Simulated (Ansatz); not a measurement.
# Lonsdaleite under RPBE: ground state and equation of state

What does RPBE give for carbon in the lonsdaleite structure? We relax it, solve it on a dense k-mesh, then scale the cell to 7 volumes from 88 to 112 % of the relaxed one and try a fit of the equation of state. Spin polarisation is left out. The k-meshes are 8×8×4 for the relaxation; 13×13×7 for the dense run; 12×12×7 for the volumes. It starts from a deposited cell (COD).

Computed with Ansatz 0.2.0 (DFT RPBE, plane waves (420 eV) with PAW, scalar-relativistic; PBE-made PAW files, unless a step says otherwise).

### Step 1. The starting structure

The structure is hexagonal, space group P6_3/mmc (No. 194). The conventional cell has a = 2.520 Å, b = 2.520 Å, c = 4.120 Å, α = 90.00°, β = 90.00°, γ = 120.00°. C (site symmetry 3m) is surrounded by 4 C at 1.54 Å.

As a file:

```
CELL_PARAMETERS angstrom
2.52000 0.00000 0.00000
-1.26000 2.18238 0.00000
0.00000 0.00000 4.12000
ATOMIC_POSITIONS crystal
C 0.33333 0.66667 0.06250
C 0.66667 0.33333 0.56250
C 0.33333 0.66667 0.43750
C 0.66667 0.33333 0.93750
```

### Step 2. Geometry optimisation

Input file input.yaml:

```yaml
crystal:
  lattice:
    - [2.5199982604, 0.0, 0.0]
    - [-1.2599991302, 2.182382511, 0.0]
    - [0.0, 0.0, 4.12]
  atoms:
    - { symbol: C, position: [0.3333333333, 0.6666666667, 0.0625] }
    - { symbol: C, position: [0.6666666667, 0.3333333333, 0.5625] }
    - { symbol: C, position: [0.3333333333, 0.6666666667, 0.4375] }
    - { symbol: C, position: [0.6666666667, 0.3333333333, 0.9375] }
hamiltonian:
  xc: rpbe
  pseudopotentials:
    kind: paw
    azcp:
      C: "pseudopotentials/C.paw.azcp"
basis:
  ecutwfc: 420
  fft_grid_basis: typed
kpoints:
  mp_grid: { grid: [8, 8, 4], shift: [0, 0, 0] }
magnetization:
  spin_polarized: false
scf:
  occupations: { method: fermi_dirac, width: 0.05 }
relax:
  max_steps: 60
  f_tol: 0.01
  cell: {}
```

Run with:

```
> ansatz run input.yaml --threads 2 --pin off --max-ram 5120MiB --backend cpu --events-out ev --progress --plain --runs-dir out
```

After this run come: The energy on a finer k-mesh; Volume × 0.88; Volume × 0.92; Volume × 0.96; Volume × 1.0; Volume × 1.04; Volume × 1.08; Volume × 1.12.

Q: Predict the outcome of this session. Wanted: space group; conventional cell; volume; shortest distance; gap on the mesh; relative to graphite; highest ELF outside the cores; V₀, B₀, B₀′.

As calculated:

```
                      quantity                                   value
space group (spins left aside)                      P6_3/mmc (No. 194)
             conventional cell  a = 2.524 Å, c = 4.199 Å (c/a = 1.664)
                        volume                           5.791 Å³/atom
             shortest distance                                 1.549 Å
   against the measured volume                  +2.2 % (5.665 Å³/atom)
               gap on the mesh                                 3.59 eV
          relative to graphite                           +232 meV/atom
 highest ELF outside the cores      0.94, 0.78 Å from the nearest atom
                   V₀, B₀, B₀′             5.790 Å³/atom, 419 GPa, 3.7
```

**Reading.** RPBE puts the volume 2.2 % above the deposited one. This functional tends to bind solids too weakly. The deposited cell holds zero-point motion and, unless taken cold, thermal expansion, so the miss against a static lattice is larger still. Against the reference form of carbon (graphite, computed apart with the same settings) it stands 232 meV/atom higher. The mesh shows a gap of 3.59 eV. The mesh holds neither K nor H, where hexagonal and trigonal crystals often have their band edges, so the true gap at this level can be much smaller. B₀ comes out at 419 GPa, among the stiffest elements; letting shape and positions relax at each volume could only lower it. Relaxation kept the symmetry; phonons were not checked.

The gaps are Kohn-Sham values of a semilocal functional, not quasiparticle or optical gaps. Such gaps usually fall short of the measured ones.
